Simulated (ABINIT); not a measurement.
Crystal: AgAs.

```
CELL_PARAMETERS angstrom
4.99138 0.00000 0.00000
0.00000 2.96079 0.00000
0.00000 0.00000 5.17270
ATOMIC_POSITIONS crystal
Ag 0.75000 0.00000 0.16477
Ag 0.25000 0.00000 0.83523
As 0.25000 0.50000 0.33436
As 0.75000 0.50000 0.66565
```

The cell comes from a database or a generator and needn't be the stable form of this composition.

- Program: ABINIT 10.8.3 (patched build)
- Task: single point
- Functional: PBE
- Potentials or basis: JTH PAW PBE v2.0
- Cutoff: 463 eV
- k mesh: 6 × 9 × 5
- Occupations: fermi-dirac, width 0.05 eV
- Spin: no spin polarisation

On this cell: pressure -0.9 GPa; largest force 0.094 eV/Å; band gap on the k mesh none (metal or under the smearing width).

The same run follows on a disturbed copy (atoms moved at random, drawn with an rms of 0.05 Å):

```
Ag As
1.0
     4.99138    0.00000    0.00000
     0.00000    2.96079    0.00000
     0.00000    0.00000    5.17270
Ag As
2 2
Direct
  0.75688 0.99017 0.15947
  0.25649 0.00431 0.83361
  0.24987 0.50649 0.32676
  0.74534 0.50475 0.66560
```

**Question.** What does the disturbed cell give?

**Answer.** The energy (extrapolated to zero smearing) moves by +1.9 meV/atom; pressure -0.9 GPa; largest force 0.168 eV/Å; band gap on the k mesh none (metal or under the smearing width).

Forces on the atoms (eV/Å):
```
Ag  -0.040  0.013  0.019
Ag  -0.049  0.002 -0.026
As   0.038 -0.011  0.163
As   0.052 -0.005 -0.156
```

Stress tensor (GPa, compression positive):
```
-1.46 -0.01 -0.02
-0.01 -0.31  0.06
-0.02  0.06 -0.80
```
